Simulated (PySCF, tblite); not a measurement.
# C₄H₃F₃NO₂ radical: geometry, infrared bands and EPR parameters

Aim: predict the infrared bands and EPR parameters of C₄H₃F₃NO₂ radical (`O=C[N]/C=C\OC(F)(F)F`).

Computed with tblite 0.8.0 and PySCF 2.14.0, with density-fitted response routines of our own, on a single molecule in the gas phase. Atoms count from 0, in the outputs and in this text.

**1. The molecule as given**

13 atoms, charge 0, multiplicity 2; geometry from: force field or distance geometry start.

Bonds of the start (Å): O0–C1 1.24, C1–N2 1.33, N2–C3 1.34, C3–C4 1.35, C4–O5 1.36, O5–C6 1.42, C6–F7 1.36, C6–F8 1.35, C6–F9 1.34, C1–H10 1.10, C3–H11 1.10, C4–H12 1.08.

**2. Relaxing the molecule with GFN2-xTB**

What the job is given:

```
{"job": {"kind": "relax", "xc": "GFN2-xTB", "basis": "xTB"}, "charge": 0, "multiplicity": 2}
O      3.117800     1.089600     0.108000
C      1.959200     1.483700     0.326500
N      0.808500     0.825700     0.363000
C      0.857400    -0.487200     0.079500
C     -0.099900    -1.438500     0.033400
O     -1.447400    -1.354500     0.216200
C     -2.036600    -0.103600     0.541700
F     -3.372000    -0.342100     0.677900
F     -1.634800     0.372900     1.742700
F     -1.930100     0.809400    -0.434000
H      1.782200     2.539800     0.569700
H      1.838600    -0.933200    -0.126200
H      0.152700    -2.461600    -0.202200
```

Launch:

```sh
> OMP_NUM_THREADS=1 python probes_run.py task.json out
```

One launch serves the whole session: the jobs run in the order shown.

**Question.** This job is followed by: GFN2-xTB harmonic vibrations, gas phase; UKS B3LYP, pcH-1 on C F H N O, non-relativistic, mean-field spin-orbit, GIAO. What will the session give for the following? strongest single infrared mode (GFN2-xTB); zero-point energy (GFN2-xTB); g(iso) (B3LYP); ⟨S²⟩; largest a(iso) (averaged by class); surface potential, 1st and 99th percentile.

The runs gave:

| quantity | value |
| --- | --- |
| strongest single infrared mode (GFN2-xTB) | 1141 cm⁻¹, 599 km/mol |
| zero-point energy (GFN2-xTB) | 44.0 kcal/mol |
| g(iso) (B3LYP) | 2.00318 |
| ⟨S²⟩ | 0.771 (exact 0.75) |
| largest a(iso) (averaged by class) | 1H on H10, 147.2 MHz |
| surface potential, 1st and 99th percentile | -1.93 V and 2.08 V |

In words: Relaxing lowered the energy by 0.493 eV in 118 steps; the close pair that moved most is O5–C6, from 1.421 to 1.335 Å. No mode is imaginary among the 33: a minimum at this level. The strongest single mode, at 1141 cm⁻¹, moves mainly C6. GFN2-xTB is a fitted tight-binding method: band positions and strengths are rough. Its intensities can rank the bands wrongly. The largest spin populations lie on C4 (0.56 e), N2 (0.50 e). The isotropic g lies 0.9 ppt above the free-electron value.
